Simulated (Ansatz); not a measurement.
# CH₃FZn: up Jacob's ladder to CCSD(T)

One table from this session's results is given with a row withheld; the runs are named, their logs left out.

Computed with Ansatz 0.2.0, Gaussian basis. Level: functionals in def2-TZVPP, the program's frozen cores in correlated methods.

Levels to be run: LDA (SPW92), PBE-D4, revPBE-D4, BLYP-D4, r2SCAN-D4, B97M-V, PBE0-D4, B3LYP-D4, r2SCANh-D4, r2SCAN0-D4, HSE06-D4, BHLYP-D4, CAM-B3LYP-D4, LC-ωPBE, ωB97X-V, ωB97M-V, B2PLYP, PBE-QIDH; CCSD(T)/def2-SVP; CCSD(T)/def2-TZVPP; MP2/def2-QZVPP; extrapolation to the limit; RPA on PBE.

### The geometry

All runs share one geometry, relaxed beforehand with PBE0-D4 in a triple-zeta def2 set.

SMILES `F[CH2][ZnH]`, 6 atoms, charge 0, spin multiplicity 1.

Atoms are counted from 1 here; the program's logs count them from 0.

Bond lengths: F1–C2 1.403 Å, C2–Zn3 1.972 Å, C2–H4 1.095 Å, C2–H5 1.095 Å, Zn3–H6 1.541 Å. Angles: F1–C2–Zn3 109.1°, F1–C2–H4 107.4°, F1–C2–H5 107.4°, Zn3–C2–H4 112.8°, Zn3–C2–H5 112.8°, H4–C2–H5 107.1°, C2–Zn3–H6 179.0°.

The first run:

in.yaml

```yaml
crystal:
  periodic: [false, false, false]
  atoms:
    - {symbol: F, position_ang: [-0.315857, -0.218018, -1.676924]}
    - {symbol: C, position_ang: [0.027797, -0.605981, -0.373137]}
    - {symbol: Zn, position_ang: [0.014312, 0.981310, 0.796996]}
    - {symbol: H, position_ang: [1.009928, -1.087847, -0.423927]}
    - {symbol: H, position_ang: [-0.690796, -1.370710, -0.059818]}
    - {symbol: H, position_ang: [-0.003286, 2.237246, 1.690510]}
basis:
  gaussian: {orbitals: def2-TZVPP}
hamiltonian: {xc: lda}
output: {orbitals: {seedname: orbitals}}
```

On the command line:

```sh
$ ansatz run in.yaml --threads 2 --pin off --events-out ev --progress --plain --max-ram 4352MiB
```

Steps of the session up to this table: LDA; PBE-D4 (GGA); revPBE-D4 (GGA); BLYP-D4 (GGA); r2SCAN-D4 (meta-GGA); B97M-V (meta-GGA); PBE0-D4 (hybrid); B3LYP-D4 (hybrid); r2SCANh-D4 (hybrid); r2SCAN0-D4 (hybrid); HSE06-D4 (hybrid); BHLYP-D4 (hybrid); CAM-B3LYP-D4 (range-separated); LC-ωPBE (range-separated); ωB97X-V (range-separated); ωB97M-V (range-separated); B2PLYP (double hybrid); PBE-QIDH (double hybrid).

One table of the session follows, with a row left open; its other results are not shown here.

It belongs to the step «Orbital energies across the functionals». 

```
  functional  HOMO (eV)  gap (eV)
 LDA (SPW92)      -6.27      4.51
      PBE-D4      -6.10      4.56
   revPBE-D4          ?         ?
     BLYP-D4      -6.02      4.50
   r2SCAN-D4      -6.36      5.19
      B97M-V      -6.43      4.98
     PBE0-D4      -7.39      6.62
    B3LYP-D4      -7.21      6.14
  r2SCANh-D4      -6.84      5.93
  r2SCAN0-D4      -7.57      7.03
    HSE06-D4      -6.99      5.86
    BHLYP-D4      -8.61      8.45
CAM-B3LYP-D4      -8.80      8.77
     LC-ωPBE     -10.14     11.23
     ωB97X-V      -9.76     10.73
     ωB97M-V      -9.63     10.25
```

**Question.** Estimate the row for revPBE-D4.

The run gave: HOMO (eV): -6.04; gap (eV): 4.59. In the column «HOMO (eV)» it lies between PBE-D4 (-6.10) and BLYP-D4 (-6.02).
